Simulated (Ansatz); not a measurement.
# CH4AlBSi: the cost of one run

All numbers below are computed with Ansatz 0.2.0 (RKS LDA/6-31G).

### Step 1. The structure to begin with

Bond lengths: B1–Si2 1.889 Å, Si2–C3 1.877 Å, Si2–Al4 2.433 Å, C3–Al4 1.935 Å, B1–H5 1.180 Å, B1–H6 1.179 Å, C3–H7 1.095 Å, Al4–H8 1.621 Å. Angles: B1–Si2–C3 158.2°, B1–Si2–Al4 149.2°, C3–Si2–Al4 51.4°, Si2–B1–H5 119.0°, Si2–B1–H6 121.6°, H5–B1–H6 117.2°, Si2–C3–Al4 79.3°, Si2–C3–H7 119.7°, Al4–C3–H7 140.9°, Si2–Al4–C3 49.3°, Si2–Al4–H8 152.9°, C3–Al4–H8 155.8°.

As a file:

```xyz
8

B    -0.4913    2.0595   -0.3124
Si    0.1880    0.3196   -0.0277
C     1.1554   -1.0599    0.7990
Al   -0.0191   -2.0832   -0.3484
H    -1.6601    2.2187   -0.3418
H     0.1802    2.9190   -0.7590
H     1.4453   -0.9647    1.8508
H    -0.7984   -3.4089   -0.8605
```

### Step 2. Relaxing end A

File input.yaml:

```yaml
crystal:
  periodic: [false, false, false]
  atoms:
    - { symbol: B, position_ang: [-0.49128, 2.05954, -0.31239] }
    - { symbol: Si, position_ang: [0.18797, 0.31955, -0.02774] }
    - { symbol: C, position_ang: [1.15542, -1.05987, 0.79898] }
    - { symbol: Al, position_ang: [-0.01906, -2.08324, -0.3484] }
    - { symbol: H, position_ang: [-1.66009, 2.21871, -0.3418] }
    - { symbol: H, position_ang: [0.1802, 2.91895, -0.75897] }
    - { symbol: H, position_ang: [1.44526, -0.96471, 1.85079] }
    - { symbol: H, position_ang: [-0.79843, -3.40894, -0.86047] }
basis:
  gaussian: { orbitals: "6-31G" }
hamiltonian:
  xc: lda
relax:
  f_tol: 0.02
  max_steps: 50
```

Started as:

```console
$ ansatz run input.yaml --threads 1 --pin off --max-ram 2048MiB --backend cpu --events-out ev --progress --plain --runs-dir out
```

Q: Estimate wall time and peak memory on 1 thread of Arm Neoverse V1, shared host.

About 29 s, with a peak of 0.15 GiB.
